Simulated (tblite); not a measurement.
# C3H11NOSi2: the cost of one run

The runs use tblite 0.8.0 and PySCF 2.14.0, with density-fitted response routines of our own; the level of theory stands in each step. All values are computed, except where a source is named. Atoms count from 0, in the outputs and in this text.

### Step 1. The molecule as given

18 atoms, charge 0, multiplicity 1; geometry from: force field or distance geometry start.

Bonds of the start (Å): N0–C1 1.45, C1–Si2 1.86, Si2–C3 1.84, C3–C4 1.51, C4–Si5 1.86, Si5–O6 1.72, O6–Si2 1.73, N0–H7 1.05, N0–H8 1.05, C1–H9 1.13, C1–H10 1.10, Si2–H11 1.48, C3–H12 1.09, C3–H13 1.13, C4–H14 1.11, C4–H15 1.10, Si5–H16 1.48, Si5–H17 1.45.

### Step 2. Optimising the geometry with GFN2-xTB

The job: settings as JSON, then the geometry in Å.

```
{"job": {"kind": "relax", "xc": "GFN2-xTB", "basis": "xTB"}, "charge": 0, "multiplicity": 1}
N     -3.014600     0.349300     0.073200
C     -2.065900    -0.725000    -0.128700
Si    -0.405900    -0.124900     0.447000
C      1.020800    -1.114000    -0.166500
C      2.044700    -0.158300    -0.733900
Si     1.650100     1.413300     0.182600
O     -0.049200     1.482000    -0.101300
H     -2.794500     0.838300     0.970800
H     -2.906900     1.040300    -0.707700
H     -2.352300    -1.570900     0.567300
H     -2.075200    -1.058900    -1.182000
H     -0.388000    -0.038400     1.924200
H      0.754700    -1.933800    -0.833500
H      1.530000    -1.580500     0.727300
H      1.813200    -0.074500    -1.820300
H      3.064800    -0.518100    -0.559900
H      1.805000     1.204500     1.635400
H      2.360300     2.575900    -0.305700
```

Started as:

```console
$ OMP_NUM_THREADS=1 python probes_run.py task.json out
```

This one command runs all jobs of the session in turn.

Q: Estimate the wall time and peak memory of this first job on 1 thread of Arm Neoverse N1, shared host.

About 1.4 s, with a peak of 0.18 GiB.
